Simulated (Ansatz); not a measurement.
# C₃H₈Ge: small, medium and large basis sets

The task here is to estimate one member of a computed series from the others.

Method: one geometry, several basis sets; program: Ansatz 0.2.0, Gaussian basis.

The runs, in order: PBE0-D4/def2-SVP; ωB97M-V/def2-SVP; PBE0-D4/def2-QZVPP; ωB97M-V/def2-QZVPP; the functionals' def2-TZVPP values are taken from earlier runs.

**The geometry**

An earlier PBE0-D4 in a triple-zeta def2 set relaxation fixed the geometry.

SMILES `C[CH2][Ge][CH3]`, 12 atoms, charge 0, spin multiplicity 1.

Atoms are counted from 1 here; the program's logs count them from 0.

Bond lengths: C1–C2 1.530 Å, C1–H5 1.093 Å, C1–H6 1.094 Å, C1–H7 1.096 Å, C2–Ge3 2.006 Å, C2–H8 1.095 Å, C2–H9 1.093 Å, Ge3–C4 1.995 Å, C4–H10 1.094 Å, C4–H11 1.098 Å, C4–H12 1.091 Å. Angles: C2–C1–H5 111.7°, C2–C1–H6 111.6°, C2–C1–H7 112.0°, H5–C1–H6 107.3°, H5–C1–H7 107.4°, H6–C1–H7 106.6°, C1–C2–Ge3 109.5°, C1–C2–H8 110.2°, C1–C2–H9 110.1°, Ge3–C2–H8 110.1°, Ge3–C2–H9 109.3°, H8–C2–H9 107.7°, C2–Ge3–C4 96.4°, Ge3–C4–H10 112.6°, Ge3–C4–H11 107.3°, Ge3–C4–H12 112.3°, H10–C4–H11 107.1°, H10–C4–H12 109.8° and more.

Set-up of the first run:

The input, in.yaml:

```yaml
crystal:
  periodic: [false, false, false]
  atoms:
    - {symbol: C, position_ang: [-0.789621, 1.293494, 0.275448]}
    - {symbol: C, position_ang: [-0.477827, 0.049141, 1.109122]}
    - {symbol: Ge, position_ang: [1.418972, -0.516100, 0.783492]}
    - {symbol: C, position_ang: [1.125940, -1.235666, -1.053868]}
    - {symbol: H, position_ang: [-0.766089, 1.077806, -0.795601]}
    - {symbol: H, position_ang: [-1.781637, 1.693439, 0.504273]}
    - {symbol: H, position_ang: [-0.074846, 2.102698, 0.461914]}
    - {symbol: H, position_ang: [-1.163099, -0.763636, 0.845759]}
    - {symbol: H, position_ang: [-0.612723, 0.266400, 2.171848]}
    - {symbol: H, position_ang: [0.204505, -1.819518, -1.133672]}
    - {symbol: H, position_ang: [1.022501, -0.375236, -1.728079]}
    - {symbol: H, position_ang: [1.970924, -1.828124, -1.406634]}
basis:
  gaussian: {orbitals: def2-SVP}
hamiltonian: {xc: pbe0, dispersion: d4}
output: {orbitals: {seedname: orbitals}}
```

On the command line:

```bash
$ ansatz run in.yaml --threads 4 --pin off --events-out ev --progress --plain --max-ram 10444MiB
```

Among the steps run: PBE0-D4 in def2-SVP; ωB97M-V in def2-SVP; PBE0-D4 in def2-QZVPP; ωB97M-V in def2-QZVPP.

One table of the session follows, with a row left open; its other results are not shown here.

```
functional       basis  HOMO (eV)  LUMO (eV)
   PBE0-D4    def2-SVP      -5.89      -2.14
   PBE0-D4  def2-TZVPP      -5.92      -2.16
   PBE0-D4  def2-QZVPP      -5.96      -2.22
   ωB97M-V    def2-SVP      -8.00      -0.18
   ωB97M-V  def2-TZVPP          ?          ?
   ωB97M-V  def2-QZVPP      -8.07      -0.35
```

Estimate the missing values for ωB97M-V, def2-TZVPP.

The run gave: HOMO (eV): -8.03; LUMO (eV): -0.22. In the column «HOMO (eV)» it lies between ωB97M-V, def2-QZVPP (-8.07) and ωB97M-V, def2-SVP (-8.00).
